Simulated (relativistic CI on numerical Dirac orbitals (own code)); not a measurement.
# Rh³⁺ (4d6) in crystal fields: levels and magnetism

Aim: the levels, ground state and powder susceptibility of Rh³⁺ in 6 parametric crystal fields.

Program: relativistic CI on numerical Dirac orbitals (own code) version 1. Level of theory: Dirac-Coulomb-Breit CI, KLI orbitals optimised for each configuration, model QED (radiative potential, 1s self-energy scaled to tabulated hydrogen-like ionisation energies), valence Slater integrals scaled by 0.8, one configuration in a parametric crystal field. These are calculated values, not measurements, unless marked.

### Step 1. The atom as given

| Property | Result |
| --- | --- |
| ion | Rh³⁺ (Rh IV) |
| nuclear charge | 45 |
| electrons | 42 |
| open shell | 4d6 |
| Slater scale | 0.8 |
| field 1 (cm⁻¹) | Oh, 10Dq = 6000 |
| field 2 (cm⁻¹) | Oh, 10Dq = 10750 |
| field 3 (cm⁻¹) | Oh, 10Dq = 15550 |
| field 4 (cm⁻¹) | Oh, 10Dq = 20350 |
| field 5 (cm⁻¹) | Oh, 10Dq = 25100 |
| field 6 (cm⁻¹) | Oh, 10Dq = 29900 |

The outer shells:

[Kr] 4d6
```
[Kr] core
4d [↑↓][↑ ][↑ ][↑ ][↑ ]
```

### Step 2. Field 1: Oh, 10Dq = 6000

Input settings:

```ini
atom Rh  Z=45  charge=3  electrons=42
nucleus A=103  rms_radius_fm=4.4945
hamiltonian dirac-coulomb  breit=on  qed=on  c_scale=1
orbitals kli  potential=per-configuration
slater_scale 0.8
correlation none
mixing on
configurations
  [Kr] 4d6
end
crystal_field Oh 10Dq=6000
```

### Step 3. Field 2: Oh, 10Dq = 10750

The settings differ from step 2 so:

```diff
@@ -10,2 +10,2 @@
 end
-crystal_field Oh 10Dq=6000
+crystal_field Oh 10Dq=10750
```

### Step 4. Field 3: Oh, 10Dq = 15550

The settings differ from step 3 so:

```diff
@@ -10,2 +10,2 @@
 end
-crystal_field Oh 10Dq=10750
+crystal_field Oh 10Dq=15550
```

### Step 5. Field 4: Oh, 10Dq = 20350

The settings differ from step 4 so:

```diff
@@ -10,2 +10,2 @@
 end
-crystal_field Oh 10Dq=15550
+crystal_field Oh 10Dq=20350
```

### Step 6. Field 5: Oh, 10Dq = 25100

The settings differ from step 5 so:

```diff
@@ -10,2 +10,2 @@
 end
-crystal_field Oh 10Dq=20350
+crystal_field Oh 10Dq=25100
```

### Step 7. Field 6: Oh, 10Dq = 29900

The settings differ from step 6 so:

```diff
@@ -10,2 +10,2 @@
 end
-crystal_field Oh 10Dq=25100
+crystal_field Oh 10Dq=29900
```

(Steps that only read results are left out.)

**Question.** What will these runs give? Wanted: ground spin.

As calculated:

| field | ground state | degeneracy | S | J | first gap (cm⁻¹) | stabilisation (cm⁻¹) | χT at 2 K | χT at 300 K |
| --- | --- | --- | --- | --- | --- | --- | --- | --- |
| 1: Oh | T2 | 3 | 1.99 | 3.85 | 436 | -2056 | 3.339 | 4.433 |
| 2: Oh | T2 | 3 | 1.99 | 3.82 | 381 | -3921 | 3.201 | 4.254 |
| 3: Oh | A1 | 1 | 0.27 | 4.48 | 4694 | -10590 | 0.001 | 0.107 |
| 4: Oh | A1 | 1 | 0.11 | 4.54 | 11070 | -21412 | 0.000 | 0.073 |
| 5: Oh | A1 | 1 | 0.06 | 4.55 | 15943 | -32412 | 0.000 | 0.058 |
| 6: Oh | A1 | 1 | 0.04 | 4.55 | 20712 | -43652 | 0.000 | 0.048 |

χT is in cm³ K/mol; stabilisation counts from the free ion's lowest level; S and J come from the expectation values of their squares.

| quantity | value |
| --- | --- |
| ground spin (effective S from ⟨S²⟩) | 1: 1.99, 2: 1.99, 3: 0.27, 4: 0.11, 5: 0.06, 6: 0.04 |
| χT at 300 K | 0.05 to 4.43 cm³ K/mol |

In words: Between 10Dq = 10750 and 15550 cm⁻¹ the ground state changes from S = 2 to S about 0.27: a spin crossover. Fields 3, 4, 5, 6 leave a non-degenerate ground state well apart, so χT falls towards zero on cooling. The field is a set of parameters, without covalency or charge transfer.
